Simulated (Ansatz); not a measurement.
# BGeH4+ (singlet): wave-function methods side by side, cc-pVDZ

One table from this session's results is given with a row withheld; the runs are named, their logs left out.

Program: Ansatz 0.2.0, Gaussian basis. Level of theory: cc-pVDZ, core rule «outside noble gas», up to 15 orbitals frozen. These are calculated values, not measurements.

Plan: UHF; CCSD(T) on RHF; BCCD(T) on RHF; CISD; CCSDT(Q) on RHF; CASSCF and MRCISD+Q, 8 electrons in 8 orbitals; CASSCF and NEVPT2, 8 electrons in 8 orbitals.

12 further runs of the same task are left out: 2 for a mislabelled method, 5 that didn't finish, 5 set aside as unsound or not needed.

## The geometry

The geometry is a PBE0/def2-TZVP stationary point (not a proven minimum) of the parent state, kept for this charge and spin. No spin-orbit coupling is included. The filled d shell of Ge may be among the frozen orbitals whatever the setting's name suggests; the logs give the count.

6 atoms, charge 1, spin multiplicity 1.

Atoms are counted from 1 here; the program's logs count them from 0.

Bond lengths: Ge1–B2 1.974 Å, Ge1–H3 1.536 Å, Ge1–H4 1.536 Å, B2–H5 1.193 Å, B2–H6 1.193 Å. Angles: B2–Ge1–H3 125.2°, B2–Ge1–H4 125.2°, H3–Ge1–H4 109.7°, Ge1–B2–H5 119.1°, Ge1–B2–H6 119.1°, H5–B2–H6 121.9°.

Geometry (Å):

```xyz
6

Ge    0.0000    0.0000    0.2823
B     0.0000    0.0000   -1.6912
H     0.0000    1.2553    1.1670
H     0.0000   -1.2553    1.1670
H     0.0000    1.0424   -2.2706
H     0.0000   -1.0424   -2.2706
```

Set-up of the first run:

Contents of in.yaml:

```yaml
crystal:
  periodic: [false, false, false]
  atoms:
    - {symbol: Ge, position_ang: [0.000000, 0.000000, 0.282333]}
    - {symbol: B, position_ang: [0.000000, 0.000000, -1.691224]}
    - {symbol: H, position_ang: [0.000000, 1.255258, 1.166980]}
    - {symbol: H, position_ang: [0.000000, -1.255258, 1.166980]}
    - {symbol: H, position_ang: [0.000000, 1.042369, -2.270633]}
    - {symbol: H, position_ang: [0.000000, -1.042369, -2.270633]}
basis:
  gaussian: {orbitals: cc-pVDZ}
total_charge: 1
magnetization: {spin_polarized: true, initial_magnetization: 0}
hamiltonian: {xc: hf}
output: {orbitals: {seedname: orbitals}}
```

The run is started by

```sh
$ ansatz run in.yaml --threads 1 --pin off --events-out ev --progress --plain --max-ram 2393MiB
```

Among the steps run: UHF; CCSD(T) on RHF; BCCD(T) on RHF; CISD; CCSDT(Q) on RHF; CASSCF and MRCISD+Q, 8 electrons in 8 orbitals; CASSCF and NEVPT2, 8 electrons in 8 orbitals.

One table of the session follows, with a row left open; its other results are not shown here.

| method | from RCCSDT(Q) (kcal/mol) |
| --- | --- |
| RHF | +121.80 |
| RMP2 | +27.35 |
| CISD | +10.81 |
| RCCSD | ? |
| RCCSD(T) | +0.59 |
| BCCD(T) | +0.58 |
| RCCSDT | +0.08 |
| RCCSDT(Q) | 0 |
| CASSCF frontier | +85.29 |
| NEVPT2 frontier | +27.12 |
| MRCISD frontier | +5.71 |
| MRCISD+Q frontier | +0.13 |

Q: Estimate the row for RCCSD from the others.

The run gave: from RCCSDT(Q) (kcal/mol): +2.85. In the column «from RCCSDT(Q) (kcal/mol)» it lies between RCCSD(T) (+0.59) and MRCISD frontier (+5.71).
